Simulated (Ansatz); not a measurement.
The same calculation of GeH6Sn, SMILES [GeH3][SnH3] as a Python script and as an input file (Ansatz's Python interface).

`energy_geh6sn.py`
```python
"""Single point of GeH6Sn in a Gaussian basis."""

import json

import ansatz as az
import numpy as np

GEOMETRY = """
Ge   -0.72790    0.25050   -1.02430
Sn    0.72840   -0.29930    0.98950
H    -1.86940    1.34120   -0.61610
H    -1.41390   -0.97510   -1.54450
H     0.09790    0.87810   -2.19120
H    -0.25360   -0.94680    2.27350
H     1.95630   -1.47360    0.50390
H     1.57430    1.16790    1.55350
"""


def main() -> None:
    geometry = az.Crystal.molecule()
    for line in GEOMETRY.strip().splitlines():
        symbol, *xyz = line.split()
        geometry = geometry.atom(symbol, [float(v) for v in xyz])

    base = (
        geometry.calculation()
        .basis(gaussian="x2c-TZVPPall")
        .functional("HF")
        .forces()
    )
    result = base.run(threads=1)
    rep = result.report

    for key in ("converged", "free_energy_ev", "reference_energy_ev", "n_frozen", "n_occupied", "n_virtual"):
        print(f"{key:22s} {rep[key]}")

    symbols = [site.symbol for site in geometry.cartesian_sites]
    print("forces (eV/A)")
    for symbol, f in zip(symbols, rep["forces_ev_ang"]):
        print(f"  {symbol:2s} {f[0]:9.4f} {f[1]:9.4f} {f[2]:9.4f}")

    charges = rep["charge_distribution"]
    print("dipole moment", round(4.803205 * float(np.linalg.norm(charges["dipole_moment_e_ang"])), 3), "D")
    print("Mulliken:", [(s, round(q, 3)) for s, q in zip(symbols, charges["mulliken_charges_e"])])
    with open("geh6sn.json", "w") as handle:
        json.dump({k: rep[k] for k in ("free_energy_ev", "reference_energy_ev", "n_occupied", "n_virtual")}, handle, indent=1)


if __name__ == "__main__":
    main()
```

```console
$ python energy_geh6sn.py
converged              True
free_energy_ev         -225159.66767187836
reference_energy_ev    -225159.66767187836
n_frozen               0
n_occupied             [44, 44]
n_virtual              [148, 148]
forces (eV/A)
  Ge   -0.9502    1.8578   -0.5125
  Sn    1.1621    0.0224    0.8936
  H     0.9817   -0.9736   -0.3492
  H    -0.3101   -0.4890   -0.2088
  H    -0.2379   -0.2146    0.4103
  H     0.3384    0.1580   -0.2969
  H    -0.5173    0.4581    0.3002
  H    -0.4668   -0.8191   -0.2367
dipole moment 0.271 D
Mulliken: [('Ge', 0.089), ('Sn', 0.561), ('H', -0.071), ('H', -0.035), ('H', -0.051), ('H', -0.162), ('H', -0.166), ('H', -0.164)]
```

`input.yaml`:
```yaml
crystal:
  periodic: [false, false, false]
  atoms:
    - { symbol: Ge, position_ang: [-0.7279, 0.2505, -1.0243] }
    - { symbol: Sn, position_ang: [0.7284, -0.2993, 0.9895] }
    - { symbol: H, position_ang: [-1.8694, 1.3412, -0.6161] }
    - { symbol: H, position_ang: [-1.4139, -0.9751, -1.5445] }
    - { symbol: H, position_ang: [0.0979, 0.8781, -2.1912] }
    - { symbol: H, position_ang: [-0.2536, -0.9468, 2.2735] }
    - { symbol: H, position_ang: [1.9563, -1.4736, 0.5039] }
    - { symbol: H, position_ang: [1.5743, 1.1679, 1.5535] }
basis:
  gaussian: { orbitals: x2c-TZVPPall }
hamiltonian:
  xc: hf
output:
  forces: true
```

Launched from the shell:
```console
$ ansatz run input.yaml --threads 1 --pin off --max-ram 4096MiB --backend cpu --events-out ev --progress --plain --runs-dir out
Engine: ansatz 0.2.0, aarch64-unknown-linux-gnu
Functional definition: HF
  exchange = exact_x
  correlation = 0
1631 factors; their error is unknown
mean field evaluation 1: about -225156.4189 eV, gradient 1.4e1 eV
mean field evaluation 2: about -225157.2766 eV, gradient 5.8e0 eV
mean field evaluation 4: about -225157.3763 eV, gradient 3.6e-1 eV
mean field evaluation 8: about -225159.6672 eV, gradient 1.5e0 eV
mean field evaluation 16: about -225159.6677 eV, gradient 2.5e-5 eV
mean field -225159.66767188 eV, -8274.4651682373 hartree, gradient 2.5e-5 eV, S^2 0.000000; 0 other end points of the search recorded, 0 dependent functions left out
the calculation of the forces begins
reference -225159.66767188 eV, -8274.4651682373 hartree; 44, 44 occupied and 148, 148 virtual orbitals, 1631 factors
Total energy: -225159.66767188 eV, -8274.4651682373 hartree
Relativity: scalar
Atom 0 at    -0.727900     0.250500    -1.024300 Å, force    -0.950232     1.857817    -0.512507 eV/Å
Atom 1 at     0.728400    -0.299300     0.989500 Å, force     1.162114     0.022358     0.893593 eV/Å
Atom 2 at    -1.869400     1.341200    -0.616100 Å, force     0.981709    -0.973613    -0.349202 eV/Å
Atom 3 at    -1.413900    -0.975100    -1.544500 Å, force    -0.310073    -0.488985    -0.208827 eV/Å
Atom 4 at     0.097900     0.878100    -2.191200 Å, force    -0.237896    -0.214558     0.410321 eV/Å
Atom 5 at    -0.253600    -0.946800     2.273500 Å, force     0.338401     0.158016    -0.296908 eV/Å
Atom 6 at     1.956300    -1.473600     0.503900 Å, force    -0.517257     0.458092     0.300247 eV/Å
Atom 7 at     1.574300     1.167900     1.553500 Å, force    -0.466766    -0.819127    -0.236718 eV/Å
Dipole moment:    -0.018008    -0.052137    -0.011587 e Å
```

Notes:
- Total energies depend on the basis set; only differences at equal settings carry meaning.
- The geometry is a force-field or estimated start, not a minimum of this method, and the basis set is short of its limit.
- Wall time of the script: 13 s on 1 thread of Arm Neoverse V1 (shared host), peak memory 0.64 GiB.
